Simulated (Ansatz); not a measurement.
# Cu2H3: the cost of one run

Method: DFT PBE, scalar-relativistic, plane waves, PAW, in Ansatz 0.2.0.

## (1) The structure to begin with

Symmetry: P4/mmm, No. 123, tetragonal system. The conventional cell has a = 3.603 Å, b = 3.603 Å, c = 4.601 Å, α = 90.00°, β = 90.00°, γ = 90.00°. Cu (site symmetry mmm) is surrounded by 4 H at 1.80 to 2.30 Å. H (site symmetry mmm) has 2 Cu at 2.30 Å as nearest neighbours. Around H (site symmetry 4/mmm) lie 4 Cu at 1.80 Å.

Coordinates:

```cif
data_structure
_symmetry_space_group_name_H-M 'P4/mmm'
_symmetry_Int_Tables_number 123
_cell_length_a 3.6026
_cell_length_b 3.6026
_cell_length_c 4.6012
_cell_angle_alpha 90.000
_cell_angle_beta 90.000
_cell_angle_gamma 90.000
_cell_volume 59.72
loop_
_atom_site_label
_atom_site_type_symbol
_atom_site_symmetry_multiplicity
_atom_site_Wyckoff_symbol
_atom_site_fract_x
_atom_site_fract_y
_atom_site_fract_z
_atom_site_occupancy
Cu1 Cu 2 e 0.00000 0.50000 0.50000 1
H1 H 2 f 0.00000 0.50000 0.00000 1
H2 H 1 d 0.50000 0.50000 0.50000 1
```

A structure generator made this guess: random cell by space group and Wyckoff sites (P4/mmm, No. 123). Its size is a rough estimate.

## (2) Probe: one point on a coarse mesh

File input.yaml:

```yaml
crystal:
  lattice:
    - [3.6026154, 0.0, 0.0]
    - [0.0, 3.6026154, 0.0]
    - [0.0, 0.0, 4.60119042]
  atoms:
    - { symbol: Cu, position: [0.0, 0.5, 0.5] }
    - { symbol: Cu, position: [0.5, 0.0, 0.5] }
    - { symbol: H, position: [0.0, 0.5, 0.0] }
    - { symbol: H, position: [0.5, 0.0, 0.0] }
    - { symbol: H, position: [0.5, 0.5, 0.5] }
basis:
  ecutwfc: 420
kpoints:
  mp_grid: { grid: [6, 6, 4] }
hamiltonian:
  xc: pbe
scf:
  occupations: { method: gaussian, width: 0.1 }
  lower_state_search: "off"
output:
  forces: true
  stress: true
  eigenvalues: true
```

Run with:

```bash
$ ansatz run input.yaml --threads 1 --pin off --max-ram 2560MiB --backend cpu --events-out ev --progress --plain --runs-dir out
```

What time and memory should one allow on 1 thread of Arm Neoverse V2, shared host?

About 2.1 s, with a peak of 0.32 GiB.
